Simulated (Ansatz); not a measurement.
**H2Br (doublet): wave-function methods side by side at distance Br1–H2 along a hydrogen transfer = 1.538 Å, cc-pVTZ**

How much of the correlation energy of H2Br (doublet) does each wave-function method recover here?

Computed with Ansatz 0.2.0, Gaussian basis. Level: cc-pVTZ, core rule «outside noble gas», up to 14 orbitals frozen.

Plan: UHF; CCSD(T) on ROHF; CCSD(T) on UHF; BCCD(T) on ROHF; CISD; CCSDT(Q) on ROHF; CCSDT(Q) on UHF; CASSCF and MRCISD+Q, 3 electrons in 3 orbitals; CASSCF and NEVPT2, 3 electrons in 3 orbitals; CASSCF and MRCISD+Q, 9 electrons in 6 orbitals; CASSCF and NEVPT2, 9 electrons in 6 orbitals.

4 further runs of the same task are left out: 4 that didn't finish.

## 1. What is computed

The geometry derives from fragments relaxed apart (PBE0/def2-TZVP) and kept rigid, so it is no stationary point. A hydrogen atom is moved between rigid fragments. No spin-orbit coupling is included. The filled d shell of Br may be among the frozen orbitals whatever the setting's name suggests; the logs give the count.

3 atoms, charge 0, spin multiplicity 2.

Atoms are counted from 1 here; the program's logs count them from 0.

Bond lengths: Br1–H2 1.538 Å.

Geometry (Å):

```xyz
3

Br    0.0000    0.0000   -1.3260
H     0.0000    0.0000    0.2120
H     0.0000    0.0000    1.1140
```

## 2. UHF

The input, in.yaml:

```yaml
crystal:
  periodic: [false, false, false]
  atoms:
    - {symbol: Br, position_ang: [0.000000, 0.000000, -1.326000]}
    - {symbol: H, position_ang: [0.000000, 0.000000, 0.212000]}
    - {symbol: H, position_ang: [0.000000, 0.000000, 1.114000]}
basis:
  gaussian: {orbitals: cc-pVTZ}
magnetization: {spin_polarized: true, initial_magnetization: 1}
hamiltonian: {xc: hf}
output: {orbitals: {seedname: orbitals}}
```

Started as:

```bash
$ ansatz run in.yaml --threads 1 --pin off --events-out ev --progress --plain --max-ram 2393MiB
```

Further steps of the session: CCSD(T) on ROHF; CCSD(T) on UHF; BCCD(T) on ROHF; CISD; CCSDT(Q) on ROHF; CCSDT(Q) on UHF; CASSCF and MRCISD+Q, 3 electrons in 3 orbitals; CASSCF and NEVPT2, 3 electrons in 3 orbitals; CASSCF and MRCISD+Q, 9 electrons in 6 orbitals; CASSCF and NEVPT2, 9 electrons in 6 orbitals.

**Question.** What will the summary of the whole plan be? Wanted: UCCSDT(Q) below the RHF energy; RMP2 from UCCSDT(Q); UMP2 from UCCSDT(Q); RCCSD from UCCSDT(Q); RCCSD(T) from UCCSDT(Q); UCCSD(T) from UCCSDT(Q); RCCSDT(Q) from UCCSDT(Q); NEVPT2 pair from UCCSDT(Q); MRCISD+Q pair from UCCSDT(Q).

**Answer**, as computed:

| quantity | value |
| --- | --- |
| UCCSDT(Q) below the RHF energy | -6.1187 eV |
| RMP2 from UCCSDT(Q) | +18.60 kcal/mol |
| UMP2 from UCCSDT(Q) | +20.17 kcal/mol |
| RCCSD from UCCSDT(Q) | +5.06 kcal/mol |
| RCCSD(T) from UCCSDT(Q) | +0.55 kcal/mol |
| UCCSD(T) from UCCSDT(Q) | +0.56 kcal/mol |
| RCCSDT(Q) from UCCSDT(Q) | +0.03 kcal/mol |
| NEVPT2 pair from UCCSDT(Q) | +18.36 kcal/mol |
| MRCISD+Q pair from UCCSDT(Q) | +1.58 kcal/mol |
| NEVPT2 valence from UCCSDT(Q) | +28.74 kcal/mol |
| levels within 1 kcal/mol (43 meV) | RCCSD(T), UCCSD(T), BCCD(T), RCCSDT, UCCSDT, RCCSDT(Q) |
| T1 diagnostic | 0.021 |
| effectively unpaired electrons | 1.01 |

What this shows: RCCSD(T) misses by +0.55 kcal/mol, 0.4 % of the correlation energy. One determinant dominates. Of the multireference levels listed MRCISD+Q valence comes nearest in total energy (+1.50 kcal/mol), which doesn't show that its space is the better one. These misses are within one basis, not against nature; the frozen cores of restricted and unrestricted runs differ, which can shift their rows.
